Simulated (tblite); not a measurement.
# C5H11FSi: the cost of one run

Programs: tblite 0.8.0 and PySCF 2.14.0, with density-fitted response routines of our own. Each step states its level of theory. These are calculated values for one molecule in the gas phase, unless marked as measured. Atoms are numbered from 0 throughout.

**1. The starting structure**

18 atoms, charge 0, multiplicity 1; geometry from: force field or distance geometry start.

Bonds of the start (Å): C0–C1 1.50, C1–C2 1.33, C2–F3 1.37, C2–Si4 1.85, Si4–C5 1.88, C5–C6 1.53, C0–H7 1.10, C0–H8 1.09, C0–H9 1.08, C1–H10 1.10, Si4–H11 1.49, Si4–H12 1.49, C5–H13 1.09, C5–H14 1.09, C6–H15 1.11, C6–H16 1.09, C6–H17 1.09.

**2. Geometry optimisation with GFN2-xTB**

What the job is given:

```
{"job": {"kind": "relax", "xc": "GFN2-xTB", "basis": "xTB"}, "charge": 0, "multiplicity": 1}
C      3.215500     0.260900    -0.486600
C      1.997100    -0.249700     0.221300
C      0.817400    -0.453000    -0.347400
F      0.676900    -0.152600    -1.676200
Si    -0.700000    -1.086800     0.510700
C     -2.269100    -0.310200    -0.178000
C     -2.375100     1.204300    -0.019400
H      3.553300     1.196900    -0.012600
H      3.016400     0.465400    -1.541600
H      4.013700    -0.469600    -0.421300
H      2.138500    -0.476600     1.285800
H     -0.781800    -2.564400     0.351500
H     -0.611300    -0.800300     1.970900
H     -3.117800    -0.778000     0.318600
H     -2.348400    -0.549700    -1.237700
H     -2.340400     1.496900     1.051100
H     -3.325000     1.557500    -0.426200
H     -1.568700     1.715500    -0.541300
```

Command:

```
> OMP_NUM_THREADS=1 python probes_run.py task.json out
```

One launch serves the whole session: the jobs run in the order shown.

**Question.** How long does this first job take on 1 thread of Arm Neoverse N1, shared host, and how much memory does it need?

About 1.2 s, with a peak of 0.18 GiB.
